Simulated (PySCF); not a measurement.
# SbH3 (stibine): levels of theory compared

Wanted: a comparison of 6 runs (HF/3-21G, PBE0/STO-3G, BLYP/3-21G, PBE0/def2-SVP, r2SCAN/def2-SVP, M06-2X/def2-SVPD) of SbH3 (stibine). Input form: a Python script.

The results are computed with PySCF 2.14.0.

### Step 1. The structure to begin with

The species is SbH3 (4 atoms), meant as a singlet with charge 0. As SMILES, `[SbH3]`. Geometry: relaxed at PBE0-D4/def2-TZVP.

Bond lengths: Sb1–H2 1.707 Å, Sb1–H3 1.707 Å, Sb1–H4 1.707 Å. Angles: H2–Sb1–H3 91.4°, H2–Sb1–H4 91.4°, H3–Sb1–H4 91.4°.

### Step 2. Energy and forces at HF/3-21G (run 1)

job.py

```python
from pyscf import gto, scf

molecule = gto.M(
    atom='''
Sb   0.456300  -0.309800  -0.464500
H    0.843900   0.072200   1.153900
H   -1.039100  -0.984400   0.008900
H   -0.261000   1.221900  -0.698300
''',
    basis='3-21g',
    verbose=4,
    max_memory=1860,
)

mf = scf.RHF(molecule)
mf.conv_tol = 1e-10
mf.kernel()
if not mf.converged:
    mf = mf.newton().run(mf.mo_coeff, mf.mo_occ)

e_final = mf.e_tot
print('E = %.10f Eh' % e_final)
grad = mf.nuc_grad_method().kernel()
mf.analyze()
```

Started as:

```
OMP_NUM_THREADS=1 python job.py
```

Log:

```text
PySCF version 2.14.0

[INPUT] num. atoms = 4
[INPUT] num. electrons = 54
[INPUT] charge = 0
[INPUT] spin (= nelec alpha-beta = 2S) = 0
[INPUT] symmetry False subgroup None
[INPUT] Mole.unit = angstrom
[INPUT] Symbol           X                Y                Z      unit          X                Y                Z       unit  Magmom
[INPUT]  1 Sb     0.456300000000  -0.309800000000  -0.464500000000 AA    0.862282030639  -0.585437153390  -0.877777784860 Bohr   0.0
[INPUT]  2 H      0.843900000000   0.072200000000   1.153900000000 AA    1.594739876520   0.136438226194   2.180554975136 Bohr   0.0
[INPUT]  3 H     -1.039100000000  -0.984400000000   0.008900000000 AA   -1.963614416036  -1.860246397022   0.016818562509 Bohr   0.0
[INPUT]  4 H     -0.261000000000   1.221900000000  -0.698300000000 AA   -0.493218518511   2.309056351606  -1.319595752784 Bohr   0.0

nuclear repulsion = 48.0679193862251
number of shells = 19
number of NR pGTOs = 90
number of NR cGTOs = 37
basis = 3-21g
ecp = {}

[... 50 lines left out ...]
One-electron Energy =                -8762.004386638081996
[... 5 lines left out ...]
MO #1   energy= -1078.93280056513  occ= 2
[... 3 lines left out ...]
MO #5   energy= -152.778526373393  occ= 2
[... 3 lines left out ...]
MO #9   energy= -28.7765552779466  occ= 2
[... 3 lines left out ...]
MO #13  energy= -20.6835993426708  occ= 2
[... 3 lines left out ...]
MO #17  energy= -4.39696456819917  occ= 2
[... 3 lines left out ...]
MO #21  energy= -1.72425689385926  occ= 2
[... 3 lines left out ...]
MO #25  energy= -0.465118197529915 occ= 2
[... 3 lines left out ...]
MO #29  energy= 0.115575055317094  occ= 0
[... 3 lines left out ...]
MO #33  energy= 0.42336495347593   occ= 0
[... 3 lines left out ...]
MO #37  energy= 1.32522297028432   occ= 0
[... 5 lines left out ...]
pop of  0 Sb 4s           1.99881
pop of  0 Sb 5s           1.57518
pop of  0 Sb 6s           0.00400
pop of  0 Sb 2px          1.99999
pop of  0 Sb 2py          1.99999
pop of  0 Sb 2pz          1.99999
pop of  0 Sb 3px          1.99990
pop of  0 Sb 3py          1.99990
pop of  0 Sb 3pz          1.99990
pop of  0 Sb 4px          1.99940
pop of  0 Sb 4py          1.99937
pop of  0 Sb 4pz          1.99940
pop of  0 Sb 5px          1.06145
pop of  0 Sb 5py          0.92982
pop of  0 Sb 5pz          1.07031
pop of  0 Sb 6px          0.00794
pop of  0 Sb 6py          0.00939
pop of  0 Sb 6pz          0.00784
pop of  0 Sb 3dxy         1.99998
pop of  0 Sb 3dyz         1.99999
pop of  0 Sb 3dz^2        1.99997
pop of  0 Sb 3dxz         1.99999
pop of  0 Sb 3dx2-y2      1.99998
pop of  0 Sb 4dxy         1.99944
pop of  0 Sb 4dyz         1.99984
pop of  0 Sb 4dz^2        1.99927
pop of  0 Sb 4dxz         1.99975
pop of  0 Sb 4dx2-y2      1.99961
pop of  1 H 1s            1.11187
pop of  1 H 2s            0.00142
pop of  2 H 1s            1.11187
pop of  2 H 2s            0.00142
pop of  3 H 1s            1.11187
pop of  3 H 2s            0.00142
 ** Mulliken atomic charges  **
charge of    0Sb =      0.33987
charge of    1H =     -0.11329
charge of    2H =     -0.11329
charge of    3H =     -0.11329
Dipole moment(X, Y, Z, Debye):  0.01826, -0.01230, -0.01865
```

It took 2.4 s on 1 thread of Intel Xeon at 2.70GHz, shared host; peak memory 0.12 GiB.

### Step 3. Energy and gradient at PBE0/STO-3G (run 2)

run.py

```python
from pyscf import gto, dft

molecule = gto.Mole()
molecule.atom = [
    ('Sb', (0.456300, -0.309800, -0.464500)),
    ('H', (0.843900, 0.072200, 1.153900)),
    ('H', (-1.039100, -0.984400, 0.008900)),
    ('H', (-0.261000, 1.221900, -0.698300)),
]
molecule.max_memory = 1860
molecule.spin = 0
molecule.basis = 'sto-3g'
molecule.verbose = 4
molecule.build()

calc0 = dft.RKS(molecule, xc='pbe0')
calc0.conv_tol = 1e-10
calc0.grids.level = 5
calc0.kernel()
if not calc0.converged:
    calc0 = calc0.newton().run(calc0.mo_coeff, calc0.mo_occ)

energy = calc0.e_tot
print('E = %.10f Eh' % energy)
grad = calc0.nuc_grad_method().kernel()
calc0.analyze()
```

Started as:

```
OMP_NUM_THREADS=1 python run.py
```

Log:

```text
PySCF version 2.14.0

[INPUT] num. atoms = 4
[INPUT] num. electrons = 54
[INPUT] charge = 0
[INPUT] spin (= nelec alpha-beta = 2S) = 0
[INPUT] symmetry False subgroup None
[INPUT] Mole.unit = angstrom
[INPUT] Symbol           X                Y                Z      unit          X                Y                Z       unit  Magmom
[INPUT]  1 Sb     0.456300000000  -0.309800000000  -0.464500000000 AA    0.862282030639  -0.585437153390  -0.877777784860 Bohr   0.0
[INPUT]  2 H      0.843900000000   0.072200000000   1.153900000000 AA    1.594739876520   0.136438226194   2.180554975136 Bohr   0.0
[INPUT]  3 H     -1.039100000000  -0.984400000000   0.008900000000 AA   -1.963614416036  -1.860246397022   0.016818562509 Bohr   0.0
[INPUT]  4 H     -0.261000000000   1.221900000000  -0.698300000000 AA   -0.493218518511   2.309056351606  -1.319595752784 Bohr   0.0

nuclear repulsion = 48.0679193862251
number of shells = 14
number of NR pGTOs = 90
number of NR cGTOs = 30
basis = sto-3g
ecp = {}

[... 59 lines left out ...]
Nuclear Repulsion Energy =              48.067919386225093
[... 3 lines left out ...]
DFT Exchange-Correlation Energy =     -167.268059678806253
[... 5 lines left out ...]
MO #4   energy= -149.434867569104  occ= 2
[... 3 lines left out ...]
MO #8   energy= -26.8884182523066  occ= 2
[... 3 lines left out ...]
MO #12  energy= -18.6934840361891  occ= 2
[... 3 lines left out ...]
MO #16  energy= -3.48290348632075  occ= 2
[... 3 lines left out ...]
MO #20  energy= -0.90475499620992  occ= 2
[... 3 lines left out ...]
MO #24  energy= -0.484277915860508 occ= 2
[... 3 lines left out ...]
MO #28  energy= 0.180857051659674  occ= 0
MO #29  energy= 0.180872264824086  occ= 0
MO #30  energy= 0.352647048133406  occ= 0
 ** Mulliken pop on meta-lowdin orthogonal AOs  **
 ** Mulliken pop  **
pop of  0 Sb 1s           2.00000
pop of  0 Sb 2s           1.99999
pop of  0 Sb 3s           1.99987
pop of  0 Sb 4s           1.99999
pop of  0 Sb 5s           1.62652
pop of  0 Sb 2px          2.00000
pop of  0 Sb 2py          2.00000
pop of  0 Sb 2pz          2.00000
pop of  0 Sb 3px          1.99996
pop of  0 Sb 3py          1.99996
pop of  0 Sb 3pz          1.99996
pop of  0 Sb 4px          1.99954
pop of  0 Sb 4py          1.99947
pop of  0 Sb 4pz          1.99954
pop of  0 Sb 5px          1.08004
pop of  0 Sb 5py          0.96681
pop of  0 Sb 5pz          1.08767
pop of  0 Sb 3dxy         1.99999
pop of  0 Sb 3dyz         2.00000
pop of  0 Sb 3dz^2        1.99999
pop of  0 Sb 3dxz         2.00000
pop of  0 Sb 3dx2-y2      1.99999
pop of  0 Sb 4dxy         1.99457
pop of  0 Sb 4dyz         1.99852
pop of  0 Sb 4dz^2        1.99264
pop of  0 Sb 4dxz         1.99775
pop of  0 Sb 4dx2-y2      1.99611
pop of  1 H 1s            1.08704
pop of  2 H 1s            1.08704
pop of  3 H 1s            1.08704
 ** Mulliken atomic charges  **
charge of    0Sb =      0.26113
charge of    1H =     -0.08704
charge of    2H =     -0.08704
charge of    3H =     -0.08704
Dipole moment(X, Y, Z, Debye): -0.67490,  0.45827,  0.68701
```

Run time: 4.5 s. Hardware: 1 thread of Intel Xeon at 2.70GHz, shared host; peak memory 0.36 GiB.

Run 3 isn't shown in full; the table further down has it.

### Step 4. Energy and forces at PBE0/def2-SVP (core potential) (run 4)

input.py

```python
import pyscf.grad
from pyscf import gto, dft

molecule = gto.Mole()
molecule.atom = '''
Sb       0.456300      -0.309800      -0.464500
H        0.843900       0.072200       1.153900
H       -1.039100      -0.984400       0.008900
H       -0.261000       1.221900      -0.698300
'''
molecule.ecp = {'Sb': 'def2-svp'}
molecule.verbose = 3
molecule.spin = 0
molecule.basis = 'def2-svp'
molecule.max_memory = 1860
molecule.build()

calc0 = dft.RKS(molecule)
calc0.xc = 'pbe0'
calc0.conv_tol = 1e-10
calc0.grids.level = 5
calc0.kernel()
if not calc0.converged:
    calc0 = calc0.newton().run(calc0.mo_coeff, calc0.mo_occ)

e_final = calc0.e_tot
print(f'total energy: {e_final:.8f} hartree')
grad = calc0.Gradients().kernel()
calc0.analyze()
```

Started as:

```
OMP_NUM_THREADS=1 python input.py
```

Log:

```text
converged SCF energy = -242.019334763224
total energy: -242.01933476 hartree
--------------- RKS gradients ---------------
         x                y                z
0 Sb    -0.0026079750     0.0017794489     0.0026512575
1 H    -0.0003749547    -0.0005527005    -0.0021321983
2 H     0.0019749186     0.0007657984    -0.0007007813
3 H     0.0010093053    -0.0019934748     0.0001802433
----------------------------------------------
**** MO energy ****
MO #1   energy= -5.75867339270521  occ= 2
MO #2   energy= -3.97850449634426  occ= 2
MO #3   energy= -3.97850442367945  occ= 2
MO #4   energy= -3.97277519269227  occ= 2
MO #5   energy= -1.31778574780592  occ= 2
MO #6   energy= -1.31778563569701  occ= 2
MO #7   energy= -1.31272395123881  occ= 2
MO #8   energy= -1.31272373674447  occ= 2
MO #9   energy= -1.30943730931614  occ= 2
MO #10  energy= -0.594887216025934 occ= 2
MO #11  energy= -0.351469415885375 occ= 2
MO #12  energy= -0.351461961375772 occ= 2
MO #13  energy= -0.273405447214695 occ= 2
MO #14  energy= 0.00216966276930876 occ= 0
MO #15  energy= 0.00217662661633496 occ= 0
MO #16  energy= 0.0576282417776097 occ= 0
MO #17  energy= 0.268619867099663  occ= 0
MO #18  energy= 0.268622626315464  occ= 0
MO #19  energy= 0.286792622654243  occ= 0
MO #20  energy= 0.309726671580393  occ= 0
MO #21  energy= 0.333027960229893  occ= 0
MO #22  energy= 0.333028867766316  occ= 0
MO #23  energy= 0.358198730549435  occ= 0
MO #24  energy= 0.44763804053666   occ= 0
MO #25  energy= 0.447640151864985  occ= 0
MO #26  energy= 0.562129916284492  occ= 0
MO #27  energy= 0.745201734917244  occ= 0
MO #28  energy= 0.745221620309655  occ= 0
MO #29  energy= 1.37866984877218   occ= 0
MO #30  energy= 1.41674129921713   occ= 0
MO #31  energy= 1.41674686435575   occ= 0
MO #32  energy= 1.59274126486299   occ= 0
MO #33  energy= 1.59274328795939   occ= 0
MO #34  energy= 1.63131078568913   occ= 0
MO #35  energy= 1.89914290432547   occ= 0
MO #36  energy= 1.9220786193153    occ= 0
MO #37  energy= 1.92209937449159   occ= 0
MO #38  energy= 18.4112382432205   occ= 0
MO #39  energy= 18.514674357912    occ= 0
MO #40  energy= 18.5147137721386   occ= 0
MO #41  energy= 54.5340001652939   occ= 0
 ** Mulliken atomic charges  **
charge of    0Sb =      2.04276
charge of    1H =     -0.69452
charge of    2H =     -0.67491
charge of    3H =     -0.67334
Dipole moment(X, Y, Z, Debye):  0.09191, -0.06232, -0.09361
```

Wall time 5.7 s (1 thread of Intel Xeon at 2.70GHz, shared host); peak memory 0.44 GiB.

Run 5 isn't shown in full; the table further down has it.

### Step 5. Energy and forces at M06-2X/def2-SVPD (core potential) (run 6)

run.py

```python
from pyscf import gto, dft

mol = gto.M(
    atom=[
    ('Sb', (0.456300, -0.309800, -0.464500)),
    ('H', (0.843900, 0.072200, 1.153900)),
    ('H', (-1.039100, -0.984400, 0.008900)),
    ('H', (-0.261000, 1.221900, -0.698300)),
],
    spin=0,
    ecp={'Sb': 'def2-svp'},
    basis='def2-svpd',
    max_memory=1860,
    verbose=4,
)

mf = dft.RKS(mol)
mf.xc = 'm06-2x'
mf.conv_tol = 1e-10
mf.grids.level = 5
mf.kernel()
if not mf.converged:
    mf = mf.newton().run(mf.mo_coeff, mf.mo_occ)

e_tot = mf.e_tot
print('E(%s) = %.9f' % ('M06-2X', e_tot))
grad = mf.nuc_grad_method().kernel()
dip = mf.dip_moment()
pop, q = mf.mulliken_pop()
```

Started as:

```
OMP_NUM_THREADS=1 python run.py
```

Log:

```text
PySCF version 2.14.0

[INPUT] num. atoms = 4
[INPUT] num. electrons = 26
[INPUT] charge = 0
[INPUT] spin (= nelec alpha-beta = 2S) = 0
[INPUT] symmetry False subgroup None
[INPUT] Mole.unit = angstrom
[INPUT] Symbol           X                Y                Z      unit          X                Y                Z       unit  Magmom
[INPUT]  1 Sb     0.456300000000  -0.309800000000  -0.464500000000 AA    0.862282030639  -0.585437153390  -0.877777784860 Bohr   0.0
[INPUT]  2 H      0.843900000000   0.072200000000   1.153900000000 AA    1.594739876520   0.136438226194   2.180554975136 Bohr   0.0
[INPUT]  3 H     -1.039100000000  -0.984400000000   0.008900000000 AA   -1.963614416036  -1.860246397022   0.016818562509 Bohr   0.0
[INPUT]  4 H     -0.261000000000   1.221900000000  -0.698300000000 AA   -0.493218518511   2.309056351606  -1.319595752784 Bohr   0.0

nuclear repulsion = 22.034308900714
number of shells = 24
number of NR pGTOs = 97
number of NR cGTOs = 56
basis = def2-svpd
ecp = {'Sb': 'def2-svp'}

[... 52 lines left out ...]
converged SCF energy = -241.920681133969
[... 12 lines left out ...]
Dipole moment(X, Y, Z, Debye):  0.20648, -0.14010, -0.21022
[... 22 lines left out ...]
pop of  0 Sb 4dx2-y2      1.95818
pop of  0 Sb 5dxy         0.07097
pop of  0 Sb 5dyz         0.05008
pop of  0 Sb 5dz^2        0.08285
pop of  0 Sb 5dxz         0.05399
pop of  0 Sb 5dx2-y2      0.06365
pop of  0 Sb 6dxy         0.00935
pop of  0 Sb 6dyz         0.00236
pop of  0 Sb 6dz^2        0.01443
pop of  0 Sb 6dxz         0.00363
pop of  0 Sb 6dx2-y2      0.00740
pop of  1 H 1s            0.69415
pop of  1 H 2s            0.28676
pop of  1 H 2px           0.00132
pop of  1 H 2py           0.00124
pop of  1 H 2pz           0.00769
pop of  1 H 3px          -0.00109
pop of  1 H 3py          -0.00082
pop of  1 H 3pz          -0.00086
pop of  2 H 1s            0.69416
pop of  2 H 2s            0.28674
pop of  2 H 2px           0.00672
pop of  2 H 2py           0.00191
pop of  2 H 2pz           0.00163
pop of  2 H 3px          -0.00062
pop of  2 H 3py          -0.00274
pop of  2 H 3pz           0.00060
pop of  3 H 1s            0.69417
pop of  3 H 2s            0.28671
pop of  3 H 2px           0.00236
pop of  3 H 2py           0.00678
pop of  3 H 2pz           0.00111
pop of  3 H 3px           0.00054
pop of  3 H 3py          -0.00274
pop of  3 H 3pz          -0.00057
 ** Mulliken atomic charges  **
charge of    0Sb =     -0.03483
charge of    1H =      0.01159
charge of    2H =      0.01161
charge of    3H =      0.01163
```

It took 10 s on 1 thread of Intel Xeon at 2.70GHz, shared host; peak memory 0.56 GiB.

### Step 6. All runs side by side

```tsv
run	level	integration grid	core potential	energy (Eh)	dipole moment (D)	HOMO energy (eV)	LUMO energy (eV)	wall time
1	HF/3-21G	–	–	-6287.359478	0.03	-9.54	3.14	2.4 s
2	PBE0/STO-3G	5	–	-6254.922874	1.07	-4.52	4.92	4.5 s
3	BLYP/3-21G	5	–	-6290.016596	0.31	-5.94	-0.41	5.7 s
4	PBE0/def2-SVP (core potential)	5	def2-svp	-242.019335	0.15	-7.44	0.06	5.7 s
5	r2SCAN/def2-SVP (core potential)	5	def2-svp	-242.107869	0.12	-6.68	-0.50	6.9 s
6	M06-2X/def2-SVPD (core potential)	5	def2-svp	-241.920681	0.33	-8.56	0.66	10 s
```

### Step 7. Results

| quantity | value |
| --- | --- |
| run 6: total energy | -241.92068 Eh |
| run 6: dipole moment | 0.33 D |
| run 6: HOMO energy | -8.56 eV |
| run 6: LUMO energy | 0.66 eV |
| run 6: HOMO–LUMO gap | 9.22 eV |
| run 6: largest force on an atom | 0.114 eV/Å |

What this shows: The dipole moment (its size) runs from 0.03 D (HF/3-21G) to 1.07 D (PBE0/STO-3G). The two ends differ in method and basis. The two dipoles point in opposite directions. The HOMO–LUMO gap runs from 5.53 eV (BLYP/3-21G) to 12.69 eV (HF/3-21G). Exact exchange widens orbital gaps. Totals of different functionals can't be ranked against each other. Some runs of one species differ in core potentials or relativity; totals across that change don't compare. In run 2 the basis is minimal, so the values are rough. In runs 1, 2, 3 relativity is left out where basis or elements ask for it. All runs together took 35 s, the longest 10 s.
